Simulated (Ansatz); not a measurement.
# Ta4N3: the cost of one run

Program: Ansatz 0.2.0. Level of theory: DFT PBEsol, scalar-relativistic, plane waves, PAW. These are calculated values, not measurements.

1 further run of the same task is left out (it didn't finish).

## 1. Starting point

Symmetry: I4/mmm, No. 139, tetragonal system. Conventional cell: a = 4.357 Å, b = 4.357 Å, c = 8.545 Å, α = 90.00°, β = 90.00°, γ = 90.00°. Ta (site symmetry mmm) is surrounded by 4 N at 2.14 to 2.18 Å. Around Ta (site symmetry 4mm) lie 5 N at 2.18 to 2.23 Å. Around N (site symmetry -4m2) lie 6 Ta at 2.14 to 2.18 Å. N (site symmetry 4/mmm) is surrounded by 6 Ta at 2.18 to 2.23 Å.

Structure file:

```cif
data_structure
_symmetry_space_group_name_H-M 'I4/mmm'
_symmetry_Int_Tables_number 139
_cell_length_a 4.3571
_cell_length_b 4.3571
_cell_length_c 8.5454
_cell_angle_alpha 90.000
_cell_angle_beta 90.000
_cell_angle_gamma 90.000
_cell_volume 162.23
loop_
_atom_site_label
_atom_site_type_symbol
_atom_site_symmetry_multiplicity
_atom_site_Wyckoff_symbol
_atom_site_fract_x
_atom_site_fract_y
_atom_site_fract_z
_atom_site_occupancy
Ta1 Ta 4 c 0.50000 0.00000 0.00000 1
Ta2 Ta 4 e 0.00000 0.00000 0.26075 1
N1 N 4 d 0.00000 0.50000 0.25000 1
N2 N 2 a 0.00000 0.00000 0.00000 1
```

It goes back to an entry of the Materials Project, which need not be the stable form.

This cell was relaxed beforehand with the same method: volume 11.59 Å³/atom, gap on the mesh none (metal).

## 2. The reference: the undisturbed cell on the scan's mesh

input.yaml

```yaml
crystal:
  lattice:
    - [-2.1785721926, 2.1785721926, 4.2726759819]
    - [2.1785721926, -2.1785721926, 4.2726759819]
    - [2.1785721926, 2.1785721926, -4.2726759819]
  atoms:
    - { symbol: Ta, position: [0.0, 0.5, 0.5] }
    - { symbol: Ta, position: [0.2607537444, 0.2607537444, 0.0] }
    - { symbol: Ta, position: [0.5, 0.0, 0.5] }
    - { symbol: Ta, position: [0.7392462556, 0.7392462556, 0.0] }
    - { symbol: "N", position: [0.75, 0.25, 0.5] }
    - { symbol: "N", position: [0.0, 0.0, 0.0] }
    - { symbol: "N", position: [0.25, 0.75, 0.5] }
basis:
  ecutwfc: 420
kpoints:
  mp_grid: { grid: [12, 12, 12] }
hamiltonian:
  xc: pbesol
scf:
  occupations: { method: gaussian, width: 0.15 }
output:
  forces: true
  stress: true
  eigenvalues: true
```

Run with:

```
> ansatz run input.yaml --threads 2 --pin off --max-ram 5120MiB --backend cpu --events-out ev --progress --plain --runs-dir out
```

Q: Estimate wall time and peak memory on 2 threads of Intel Xeon at 2.50GHz (Skylake/Cascade Lake), shared host.

About 33 s, with a peak of 0.66 GiB.
